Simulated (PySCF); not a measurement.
# WO2Cl2: geometry, NMR shifts and electronic excitations

What NMR shifts and electronic excitations should WO2Cl2 (`[O]=[W](=[O])([Cl])[Cl]`) show?

Computed with PySCF 2.14.0, with density-fitted response routines of our own, on a single molecule in the gas phase. Atoms count from 0, in the outputs and in this text.

### 1 Starting geometry

5 atoms, charge 0, multiplicity 1; geometry from: GFN2-xTB.

Bonds of the start (Å): W0–O1 1.68, W0–O2 1.68, W0–Cl3 2.17, W0–Cl4 2.17.

### 2 Relaxing the molecule at PBE0-D3(BJ)/def2-SVP

The job: settings as JSON, then the geometry in Å.

```
{"job": {"xc": "PBE0", "basis": "def2-SVP", "d3": "d3bj", "grid": 1, "maxiter": 40, "kind": "geom"}, "charge": 0, "multiplicity": 1}
W      0.125450    -0.001070     0.088370
O      0.062760    -0.015680     1.762800
O      1.676380     0.008250    -0.547210
Cl    -0.934850     1.750550    -0.637650
Cl    -0.929750    -1.742060    -0.666310
```

Output:

```text
step   0  E = -1137.26596884  max force = 0.037396
step   1  E = -1137.27682945  max force = 0.029672
step   2  E = -1137.27840761  max force = 0.006799
step   3  E = -1137.27857463  max force = 0.001755
step   4  E = -1137.27862011  max force = 0.000675
step   5  E = -1137.27861911  max force = 0.000448
optimisation converged
```

Wall time 34 s (1 thread, shared host).

Along the way:

| step | energy from step 0 (eV) | largest force component (eV/Å) |
| --- | --- | --- |
| 0 | 0.0000 | 1.9230 |
| 1 | -0.2955 | 1.5258 |
| 2 | -0.3385 | 0.3496 |
| 3 | -0.3430 | 0.0902 |
| 4 | -0.3443 | 0.0347 |
| 5 | -0.3442 | 0.0230 |

Close pairs (by a distance rule), those that changed most:

| bond | before (Å) | after (Å) | change (Å) |
| --- | --- | --- | --- |
| W0–Cl4 | 2.171 | 2.269 | +0.098 |
| W0–Cl3 | 2.172 | 2.269 | +0.097 |
| W0–O1 | 1.676 | 1.692 | +0.016 |
| W0–O2 | 1.676 | 1.691 | +0.015 |

The final coordinates are the input of the step that follows.

| at the end point | value |
| --- | --- |
| point group (found at 0.08 Å tolerance) | C2v |
| rotational constants (GHz, main isotopes) | 2.734, 1.602, 1.317 |
| dipole moment (D) | 1.81 |

### 3 Shielding tensors: PBE0/def2-TZVP+pcSseg-1

The job: settings as JSON, then the geometry in Å.

```
{"job": {"kind": "nmr", "xc": "PBE0", "basis": {"default": "pcSseg-1", "W": "def2-TZVP"}}, "charge": 0, "multiplicity": 1}
W      0.060612    -0.000760     0.049522
O      0.082647    -0.030560     1.740858
O      1.679499     0.010434    -0.438716
Cl    -0.916565     1.927639    -0.639784
Cl    -0.906204    -1.906762    -0.711880
```

Level: GIAO PBE0/pcSseg-1 W:def2-TZVP NMR shielding, scalar relativity only through core potentials, gas phase.

Output:

```text
coarse grid: 31928 points
cycle   1  E = -1137.0070692660  dE = -1.935e+01  |g| = 1.794e+00  |ddm| = 7.820e+00
cycle   2  E = -1127.4571146634  dE =  9.550e+00  |g| = 6.290e+00  |ddm| = 5.895e+00
cycle   3  E = -1137.6056561528  dE = -1.015e+01  |g| = 4.310e-01  |ddm| = 5.269e+00
cycle   4  E = -1137.6185534729  dE = -1.290e-02  |g| = 3.885e-01  |ddm| = 7.486e-01
cycle   5  E = -1137.6530028716  dE = -3.445e-02  |g| = 9.602e-02  |ddm| = 3.694e-01
cycle   6  E = -1137.6539013596  dE = -8.985e-04  |g| = 7.592e-02  |ddm| = 8.965e-02
cycle   7  E = -1137.6549091374  dE = -1.008e-03  |g| = 2.304e-02  |ddm| = 4.151e-02
cycle   8  E = -1137.6550201560  dE = -1.110e-04  |g| = 5.324e-03  |ddm| = 1.595e-02
cycle   9  E = -1137.6550254658  dE = -5.310e-06  |g| = 1.289e-03  |ddm| = 2.888e-03
final grid: 61504 points
cycle  10  E = -1137.6551139870  dE =  1.681e-06  |g| = 3.320e-03  |ddm| = 2.436e-03
cycle  11  E = -1137.6550950900  dE =  1.890e-05  |g| = 1.065e-02  |ddm| = 6.710e-03
cycle  12  E = -1137.6551160062  dE = -2.092e-05  |g| = 3.889e-04  |ddm| = 5.145e-03
cycle  13  E = -1137.6551160377  dE = -3.151e-08  |g| = 8.513e-05  |ddm| = 3.570e-04
cycle  14  E = -1137.6551160396  dE = -1.861e-09  |g| = 6.712e-06  |ddm| = 7.941e-05
cycle  15  E = -1137.6551160396  dE = -1.887e-11  |g| = 1.537e-06  |ddm| = 7.328e-06
converged SCF energy = -1137.6551160396

GIAO shielding tensors (ppm)
atom      isotropic    diamagn.    paramagn.     s11        s22        s33       span
  0 W          nan         nan         nan        nan        nan        nan        nan
  1 O     -619.674     391.268   -1010.942  -1188.406   -540.846   -129.770   1058.636
  2 O     -620.437     391.243   -1011.679  -1193.210   -537.778   -130.322   1062.888
  3 Cl     612.193    1148.783    -536.590    262.464    755.615    818.500    556.036
  4 Cl     612.087    1148.783    -536.696    262.243    755.535    818.485    556.241
```

Wall time 9.2 s (1 thread, shared host).

The references, computed at this level on geometries of the same kind, shield at (ppm): ¹⁷O H2O 334.6, ³⁵Cl HCl 943. Their shielding less the atom's gives the shift. The references are single molecules in the gas phase, so shifts against H2O, NH3, PH3, H3PO4 or CFCl3 are not on the usual liquid scales and can be off by tens of ppm. Atoms listed in one row are averaged.

| atoms | environment | σ (ppm) | δ (ppm) |
| --- | --- | --- | --- |
| O1, O2 | oxygen bonded to W | -620.1 | 954.6 |
| Cl3, Cl4 | chlorine bonded to W | 612 | 331 |

Atoms past Kr carry core potentials, so their printed shieldings have no meaning and are left out of the table.

Charges from the same density, by scheme (e):

| atoms | Mulliken | ESP fit |
| --- | --- | --- |
| W0 | 1.09 | 0.84 |
| O1, O2 | -0.30 | -0.31 |
| Cl3, Cl4 | -0.24 | -0.11 |

Mayer bond orders: W0–O1 2.16, W0–O2 2.16, W0–Cl3 1.07, W0–Cl4 1.07.

With diffuse functions Mulliken charges and Mayer bond orders lose their meaning; the other schemes are steadier.

### 4 Excited states and response: CAM-B3LYP/def2-SVPD

The job: settings as JSON, then the geometry in Å.

```
{"job": {"kind": "uv", "xc": "CAM-B3LYP", "basis": "def2-SVPD", "ip": false, "nstates": 10}, "charge": 0, "multiplicity": 1}
W      0.060612    -0.000760     0.049522
O      0.082647    -0.030560     1.740858
O      1.679499     0.010434    -0.438716
Cl    -0.916565     1.927639    -0.639784
Cl    -0.906204    -1.906762    -0.711880
```

Method: TDDFT CAM-B3LYP/def2-SVPD, vertical, gas phase, core orbitals frozen in the response.

Output:

```text
coarse grid: 31928 points
cycle   1  E = -1137.2554722876  dE = -1.231e+01  |g| = 1.477e+00  |ddm| = 7.428e+00
cycle   2  E = -1133.3181983511  dE =  3.937e+00  |g| = 4.661e+00  |ddm| = 4.117e+00
cycle   3  E = -1137.6779683294  dE = -4.360e+00  |g| = 2.165e-01  |ddm| = 3.229e+00
cycle   4  E = -1137.6871419815  dE = -9.174e-03  |g| = 7.837e-02  |ddm| = 3.537e-01
cycle   5  E = -1137.6884955906  dE = -1.354e-03  |g| = 1.511e-02  |ddm| = 8.844e-02
cycle   6  E = -1137.6885430039  dE = -4.741e-05  |g| = 6.826e-03  |ddm| = 1.910e-02
cycle   7  E = -1137.6885548988  dE = -1.189e-05  |g| = 1.870e-03  |ddm| = 9.431e-03
cycle   8  E = -1137.6885560028  dE = -1.104e-06  |g| = 1.181e-03  |ddm| = 2.721e-03
final grid: 61504 points
cycle   9  E = -1137.6886125542  dE =  1.083e-06  |g| = 2.775e-03  |ddm| = 2.706e-03
cycle  10  E = -1137.6886052129  dE =  7.341e-06  |g| = 6.792e-03  |ddm| = 6.036e-03
cycle  11  E = -1137.6886140463  dE = -8.833e-06  |g| = 8.044e-05  |ddm| = 4.288e-03
cycle  12  E = -1137.6886140489  dE = -2.611e-09  |g| = 3.106e-05  |ddm| = 1.102e-04
cycle  13  E = -1137.6886140495  dE = -6.089e-10  |g| = 4.762e-05  |ddm| = 1.107e-04
cycle  14  E = -1137.6886140500  dE = -4.659e-10  |g| = 5.230e-06  |ddm| = 3.788e-05
converged SCF energy = -1137.6886140500

Static polarisability (au): isotropic 70.051, principal 62.005 68.121 80.027

Singlet excitations
state   eV       nm        f      main configurations
  1   4.9086    252.6   0.00415   H->L 0.93
  2   5.1364    241.4   0.00014   H->L+1 0.87
  3   5.2877    234.5   0.00000   H-1->L 0.95
  4   5.4969    225.6   0.03760   H-2->L 0.70, H-5->L 0.19
  5   5.7227    216.7   0.00001   H-3->L 0.94
  6   5.7688    214.9   0.00000   H->L+2 0.90
  7   5.7813    214.5   0.00230   H-4->L 0.77, H-1->L+1 0.15
  8   6.2350    198.9   0.00001   H-4->L+1 0.83, H-6->L+1 0.09
  9   6.2705    197.7   0.00413   H-2->L+1 0.81
 10   6.2771    197.5   0.02051   H-5->L 0.61, H-3->L+1 0.20, H-2->L 0.11

Triplet excitations (Tamm-Dancoff, eV): 4.4925 4.7762 5.0470 5.0910
```

Wall time 15 s (1 thread, shared host).

Frontier orbitals and where they lie:

| orbital | eV | atoms |
| --- | --- | --- |
| HOMO−3 | -11.98 | Cl4 36 %, Cl3 36 %, O1 11 % |
| HOMO−2 | -11.57 | Cl3 39 %, Cl4 39 %, O1 13 % |
| HOMO−1 | -11.57 | Cl3 37 %, Cl4 37 %, O2 14 % |
| HOMO | -11.36 | O1 41 %, O2 41 %, Cl3 6 % |
| LUMO | -2.46 | W0 58 %, Cl4 14 %, Cl3 14 % |
| LUMO+1 | -1.67 | W0 57 %, O2 17 %, O1 16 % |
| LUMO+2 | -1.25 | W0 55 %, O1 12 %, Cl3 11 % |

With each of the 10 states as a Gaussian band of 0.4 eV half-width at 1/e, the curve within the window shown has maxima at 225 nm (ε 1,600), 200 nm (ε 1,100) L/(mol cm). Beyond the last state computed it falls off for lack of states. The curve at chosen wavelengths:

nm, ε (L/mol/cm) and a bar:
```
      189        569 ##########
      193        855 ################
      197       1032 ###################
      201       1060 ###################
      205       1014 ###################
      209       1016 ###################
      213       1135 #####################
      217       1341 #########################
      221       1537 ############################
      225       1625 ##############################
      229       1563 #############################
      233       1375 #########################
      237       1121 #####################
      240        925 #################
      244        692 #############
      248        510 #########
      252        377 #######
      256        282 #####
      260        214 ####
      264        162 ###
      268        121 ##
      272         88 #
      276         63 #
      280         43 
      284         29 
      288         19
```

Further results of this job:

| property | computed |
| --- | --- |
| dipole moment (D) | 1.85 |
| polarisability (Å³) | 10.38 |
| HOMO–LUMO gap (eV) | 8.90 |
| −ε(HOMO) (eV) | 11.36 |

### 5 NMR shieldings: KT2/def2-TZVP+pcSseg-1

The job: settings as JSON, then the geometry in Å.

```
{"job": {"kind": "nmr", "xc": "KT2", "basis": {"default": "pcSseg-1", "W": "def2-TZVP"}, "pop": false}, "charge": 0, "multiplicity": 1}
W      0.060612    -0.000760     0.049522
O      0.082647    -0.030560     1.740858
O      1.679499     0.010434    -0.438716
Cl    -0.916565     1.927639    -0.639784
Cl    -0.906204    -1.906762    -0.711880
```

Method: GIAO KT2/pcSseg-1 W:def2-TZVP NMR shielding, scalar relativity only through core potentials, gas phase.

Output:

```text
coarse grid: 31928 points
cycle   1  E = -1146.6629008410  dE = -1.884e+01  |g| = 1.979e+00  |ddm| = 7.781e+00
cycle   2  E = -1131.7547953100  dE =  1.491e+01  |g| = 6.818e+00  |ddm| = 8.377e+00
cycle   3  E = -1147.2566493518  dE = -1.550e+01  |g| = 8.164e-01  |ddm| = 7.996e+00
cycle   4  E = -1147.2696690097  dE = -1.302e-02  |g| = 7.644e-01  |ddm| = 1.424e+00
cycle   5  E = -1147.4225033280  dE = -1.528e-01  |g| = 1.819e-01  |ddm| = 8.291e-01
cycle   6  E = -1147.4293486841  dE = -6.845e-03  |g| = 7.763e-02  |ddm| = 2.002e-01
cycle   7  E = -1147.4286806054  dE =  6.681e-04  |g| = 1.037e-01  |ddm| = 8.682e-02
cycle   8  E = -1147.4308130547  dE = -2.132e-03  |g| = 1.399e-02  |ddm| = 5.716e-02
cycle   9  E = -1147.4308458464  dE = -3.279e-05  |g| = 7.877e-03  |ddm| = 1.166e-02
cycle  10  E = -1147.4308562809  dE = -1.043e-05  |g| = 2.607e-03  |ddm| = 4.556e-03
cycle  11  E = -1147.4308584642  dE = -2.183e-06  |g| = 2.781e-04  |ddm| = 2.516e-03
final grid: 61504 points
cycle  12  E = -1147.4309974900  dE =  3.821e-08  |g| = 9.221e-04  |ddm| = 1.558e-03
cycle  13  E = -1147.4309949931  dE =  2.497e-06  |g| = 3.590e-03  |ddm| = 2.724e-03
cycle  14  E = -1147.4309975924  dE = -2.599e-06  |g| = 6.387e-04  |ddm| = 2.021e-03
cycle  15  E = -1147.4309976897  dE = -9.728e-08  |g| = 5.806e-05  |ddm| = 5.108e-04
cycle  16  E = -1147.4309976905  dE = -7.333e-10  |g| = 2.337e-05  |ddm| = 7.313e-05
converged SCF energy = -1147.4309976905

GIAO shielding tensors (ppm)
atom      isotropic    diamagn.    paramagn.     s11        s22        s33       span
  0 W          nan         nan         nan        nan        nan        nan        nan
  1 O     -539.541     393.127    -932.668  -1009.144   -473.654   -135.826    873.318
  2 O     -540.065     393.104    -933.169  -1013.099   -470.544   -136.551    876.548
  3 Cl     586.209    1150.676    -564.468    260.738    699.548    798.339    537.600
  4 Cl     586.115    1150.677    -564.561    260.541    699.472    798.332    537.791
```

It took 15 s on 1 thread, shared host.

In short: δ O1 870.5, Cl3 357 ppm (means over like atoms).

### 6 Run by run: NMR shifts

Shifts (ppm), means over like atoms, with basis size and wall time:

| run | O1 | Cl3 | functions | time |
| --- | --- | --- | --- | --- |
| PBE0/def2-TZVP+pcSseg-1 | 954.6 | 331 | 122 | 9.2 s |
| KT2/def2-TZVP+pcSseg-1 | 870.5 | 357 | 122 | 15 s |

### 7 Results

```
                                                                          quantity                        value
                                                                       point group                          C2v
                                              rotational constants (main isotopes)         2.73, 1.60, 1.32 GHz
 ¹⁷O shifts against H2O (PBE0/def2-TZVP+pcSseg-1, means over atoms taken as alike)                    954.6 ppm
³⁵Cl shifts against HCl (PBE0/def2-TZVP+pcSseg-1, means over atoms taken as alike)                      331 ppm
                                              lowest singlet (CAM-B3LYP/def2-SVPD)  4.91 eV (253 nm), f = 0.004
                                          brightest single state of those computed  state 4, 5.50 eV, f = 0.038
                                                                    lowest triplet                      4.49 eV
                                                          range of the shift of O1           870.5 to 954.6 ppm
```

**Reading.** The optimisation took 5 steps and gained 0.344 eV; among the close pairs (by a distance rule), W0–Cl4 changed most, from 2.171 to 2.269 Å. No frequency check was run at this level, so the end point may be a saddle. At PBE0/def2-TZVP+pcSseg-1: The widest tensor belongs to O1, O2: span 1061 ppm, with a paramagnetic part of -1011 ppm. The lowest singlet, at 4.91 eV, is HOMO→LUMO 0.93 and is weak; of the 10 states computed, the strongest absorption comes from state 4 at 5.50 eV. The lowest triplet lies 0.42 eV below the lowest singlet (triplets in Tamm-Dancoff, singlets in full TDDFT). Spin-orbit coupling, left out, mixes singlets and triplets in elements this heavy. In ppm, O1 (with its like atoms) moves most: its shift spreads over 84.2 ppm, from 870.5 (KT2/def2-TZVP+pcSseg-1) to 954.6 (PBE0/def2-TZVP+pcSseg-1). Spin-orbit coupling is left out, which matters for shieldings and couplings at and beside the heavy atoms.
